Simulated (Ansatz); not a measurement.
# AlB3As4: the cost of one run

Method: DFT PBE, scalar-relativistic, plane waves, PAW, in Ansatz 0.2.0.

## Step 1: The starting structure

Symmetry: P-4m2, No. 115, tetragonal system. The conventional cell has a = 3.621 Å, b = 3.621 Å, c = 10.241 Å, α = 90.00°, β = 90.00°, γ = 90.00°. Al (site symmetry -4m2) has 4 As at 2.22 Å as nearest neighbours. B (site symmetry 2mm) has 4 As at 2.22 Å as nearest neighbours. B (site symmetry -4m2) has 4 As at 2.22 Å as nearest neighbours. As (site symmetry 2mm) has 4 B at 2.22 Å as nearest neighbours. As (site symmetry 2mm) is surrounded by 2 B at 2.22 Å and 2 Al at 2.22 Å.

As a file:

```xyz
8
Lattice="3.6207 0.0000 0.0000 0.0000 3.6207 0.0000 0.0000 0.0000 10.2409" Properties=species:S:1:pos:R:3 pbc="T T T"
Al    1.8104    1.8104    5.1205
B     0.0000    0.0000    7.6807
B     1.8104    1.8104    0.0000
B     0.0000    0.0000    2.5602
As    1.8104    0.0000    8.9608
As    0.0000    1.8104    1.2801
As    1.8104    0.0000    3.8404
As    0.0000    1.8104    6.4006
```

The start is an ordering of an alloy on its end members' structure types: elements ordered on the sites of the AlAs type, B/Al on Al (P-4m2, No. 115).

## Step 2: A first look at the guess

input.yaml reads:

```yaml
crystal:
  lattice:
    - [3.62071772, 0.0, 0.0]
    - [0.0, 3.62071772, 0.0]
    - [0.0, 0.0, 10.24093622]
  atoms:
    - { symbol: Al, position: [0.5, 0.5, 0.5] }
    - { symbol: B, position: [0.0, 0.0, 0.75] }
    - { symbol: B, position: [0.5, 0.5, 0.0] }
    - { symbol: B, position: [0.0, 0.0, 0.25] }
    - { symbol: As, position: [0.5, 0.0, 0.875] }
    - { symbol: As, position: [0.0, 0.5, 0.125] }
    - { symbol: As, position: [0.5, 0.0, 0.375] }
    - { symbol: As, position: [0.0, 0.5, 0.625] }
basis:
  ecutwfc: 420
kpoints:
  mp_grid: { grid: [6, 6, 2] }
hamiltonian:
  xc: pbe
scf:
  occupations: { method: gaussian, width: 0.1 }
  lower_state_search: "off"
output:
  forces: true
  stress: true
  eigenvalues: true
```

Command:

```sh
> ansatz run input.yaml --threads 1 --pin off --max-ram 2560MiB --backend cpu --events-out ev --progress --plain --runs-dir out
```

**Question.** How long does this run take on 1 thread of Intel Xeon at 2.50GHz (Skylake/Cascade Lake), shared host, and how much memory does it need?

About 20 s, with a peak of 0.39 GiB.
